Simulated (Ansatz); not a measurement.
# CH₆FNOSi: how energies converge with the basis set

One table from this session's results is given with a row withheld; the runs are named, their logs left out.

Method: one geometry, several basis sets; program: Ansatz 0.2.0, Gaussian basis.

Plan: PBE0-D4/def2-SVP; ωB97M-V/def2-SVP; PBE0-D4/def2-QZVPP; ωB97M-V/def2-QZVPP; the functionals' def2-TZVPP values are taken from earlier runs.

**Structure used throughout**

All runs share one geometry, relaxed beforehand with PBE0-D4 in a triple-zeta def2 set.

SMILES `N[SiH](F)CO`, 11 atoms, charge 0, spin multiplicity 1.

Atoms are counted from 1 here; the program's logs count them from 0.

Bond lengths: N1–Si2 1.693 Å, N1–H6 1.005 Å, N1–H7 1.008 Å, Si2–F3 1.607 Å, Si2–C4 1.878 Å, Si2–H8 1.482 Å, C4–O5 1.423 Å, C4–H9 1.099 Å, C4–H10 1.098 Å, O5–H11 0.960 Å. Angles: Si2–N1–H6 123.4°, Si2–N1–H7 118.6°, H6–N1–H7 112.7°, N1–Si2–F3 114.4°, N1–Si2–C4 106.7°, N1–Si2–H8 110.5°, F3–Si2–C4 108.1°, F3–Si2–H8 104.6°, C4–Si2–H8 112.7°, Si2–C4–O5 107.8°, Si2–C4–H9 108.8°, Si2–C4–H10 109.7°, O5–C4–H9 111.5°, O5–C4–H10 111.7°, H9–C4–H10 107.3°, C4–O5–H11 108.9°.

Set-up of the first run:

File in.yaml:

```yaml
crystal:
  periodic: [false, false, false]
  atoms:
    - {symbol: N, position_ang: [-0.444034, 1.658509, 0.060338]}
    - {symbol: Si, position_ang: [-0.964307, 0.050770, -0.034959]}
    - {symbol: F, position_ang: [-1.719167, -0.481004, 1.279912]}
    - {symbol: C, position_ang: [0.571654, -0.999404, -0.291307]}
    - {symbol: O, position_ang: [1.608678, -0.458060, 0.518839]}
    - {symbol: H, position_ang: [-1.072398, 2.442387, 0.099629]}
    - {symbol: H, position_ang: [0.445674, 1.852161, 0.492676]}
    - {symbol: H, position_ang: [-1.955160, -0.110133, -1.125134]}
    - {symbol: H, position_ang: [0.840304, -0.979498, -1.357254]}
    - {symbol: H, position_ang: [0.354167, -2.043583, -0.028704]}
    - {symbol: H, position_ang: [2.399990, -0.989247, 0.406663]}
basis:
  gaussian: {orbitals: def2-SVP}
hamiltonian: {xc: pbe0, dispersion: d4}
output: {orbitals: {seedname: orbitals}}
```

Started as:

```bash
$ ansatz run in.yaml --threads 4 --pin off --events-out ev --progress --plain --max-ram 10444MiB
```

Among the steps run: PBE0-D4 in def2-SVP; ωB97M-V in def2-SVP; PBE0-D4 in def2-QZVPP; ωB97M-V in def2-QZVPP.

One of the session's tables, all rows but one given; the rest of the session is left out.

It belongs to the step «Functionals by basis». 

| functional | basis | HOMO (eV) | LUMO (eV) |
| --- | --- | --- | --- |
| PBE0-D4 | def2-SVP | ? | ? |
| PBE0-D4 | def2-TZVPP | -7.84 | 0.46 |
| PBE0-D4 | def2-QZVPP | -7.90 | 0.15 |
| ωB97M-V | def2-SVP | -10.03 | 2.92 |
| ωB97M-V | def2-TZVPP | -10.29 | 2.00 |
| ωB97M-V | def2-QZVPP | -10.34 | 1.43 |

Q: Estimate the row for PBE0-D4, def2-SVP from the others.

The run gave: HOMO (eV): -7.59; LUMO (eV): 1.18. In the column «HOMO (eV)» it is the highest.
